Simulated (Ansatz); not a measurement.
Geometry optimisation, Ansatz, DFT r2SCAN, scalar-relativistic, plane waves, PAW.

Input file:

```yaml
crystal:
  lattice:
    - [6.4, 0.0, 0.0]
    - [0.0, 7.861, 0.0]
    - [0.0, 0.0, 17.8]
  atoms:
    - { symbol: Si, position: [0.0, 0.333, 0.0561798] }
    - { symbol: Si, position: [0.25, 0.167, 0.1460674] }
    - { symbol: Mo, position: [0.0, 0.0, 0.0561798] }
    - { symbol: Si, position: [0.25, 0.833, 0.1460674] }
    - { symbol: Si, position: [0.0, 0.667, 0.0561798] }
    - { symbol: Mo, position: [0.25, 0.5, 0.1460674] }
    - { symbol: Si, position: [0.0, 0.333, 0.2359551] }
    - { symbol: Si, position: [0.25, 0.167, 0.3258427] }
    - { symbol: Mo, position: [0.0, 0.0, 0.2359551] }
    - { symbol: Si, position: [0.25, 0.833, 0.3258427] }
    - { symbol: Si, position: [0.0, 0.667, 0.2359551] }
    - { symbol: Mo, position: [0.25, 0.5, 0.3258427] }
    - { symbol: Si, position: [0.5, 0.333, 0.0561798] }
    - { symbol: Si, position: [0.75, 0.167, 0.1460674] }
    - { symbol: Mo, position: [0.5, 0.0, 0.0561798] }
    - { symbol: Si, position: [0.75, 0.833, 0.1460674] }
    - { symbol: Si, position: [0.5, 0.667, 0.0561798] }
    - { symbol: Mo, position: [0.75, 0.5, 0.1460674] }
    - { symbol: Si, position: [0.5, 0.333, 0.2359551] }
    - { symbol: Si, position: [0.75, 0.167, 0.3258427] }
    - { symbol: Mo, position: [0.5, 0.0, 0.2359551] }
    - { symbol: Si, position: [0.75, 0.833, 0.3258427] }
    - { symbol: Si, position: [0.5, 0.667, 0.2359551] }
    - { symbol: Mo, position: [0.75, 0.5, 0.3258427] }
basis:
  ecutwfc: 500.0
kpoints:
  mp_grid: { grid: [2, 2, 1] }
hamiltonian:
  xc: r2scan
  pseudopotentials: { kind: paw, azcp: { folder: soft_1 } }
scf:
  occupations: { method: fermi_dirac, width: 0.15 }
  lower_state_search: "off"
relax:
  f_tol: 0.08
  max_steps: 25
  adjacent_minimum: "off"
  constraints: [{ sites: [0, 2, 4, 12, 14, 16] }]
```

Run as:

```bash
$ ansatz run input.yaml --threads 4 --pin off --max-ram 10240MiB --backend cpu --events-out ev --progress --plain --runs-dir out
```

Question: Where does it end, and by what steps?

Answer: The forces met the threshold. Limits of this set-up: coarse k mesh, thin slab, slab without dipole correction. After 5 steps the energy has fallen by 0.765 eV; Mo12 moved furthest, 0.25 Å.

```tsv
step	energy less start (eV)	largest force component (eV/Å)	accepted
0	0.0000	1.695	yes
1	-0.4942	0.913	yes
2	-0.6780	0.536	yes
3	-0.7568	0.207	yes
4	-0.7627	0.123	yes
5	-0.7653	0.015	yes
```

```xyz
24
Lattice="6.4000 0.0000 0.0000 0.0000 7.8610 0.0000 0.0000 0.0000 17.8000" Properties=species:S:1:pos:R:3
Si 0.000 2.618 1.000
Si 1.600 1.294 2.449
Mo 0.000 0.000 1.000
Si 1.600 6.567 2.449
Si 0.000 5.243 1.000
Mo 1.600 3.930 2.493
Si 0.000 2.628 4.119
Si 1.600 1.400 5.604
Mo 0.000 0.000 4.116
Si 1.600 6.461 5.604
Si 0.000 5.233 4.119
Mo 1.600 3.930 5.549
Si 3.200 2.618 1.000
Si 4.800 1.294 2.449
Mo 3.200 0.000 1.000
Si 4.800 6.567 2.449
Si 3.200 5.243 1.000
Mo 4.800 3.930 2.493
Si 3.200 2.628 4.119
Si 4.800 1.400 5.604
Mo 3.200 0.000 4.116
Si 4.800 6.461 5.604
Si 3.200 5.233 4.119
Mo 4.800 3.930 5.549
```

Whether the end is a true minimum wasn't checked by a vibrational analysis.

Time of the run: 110 s on 4 threads of Intel(R) Xeon(R) Platinum 8259CL CPU @ 2.50GHz (Skylake/Cascade Lake), with other jobs on the host, peak memory 3.7 GiB.
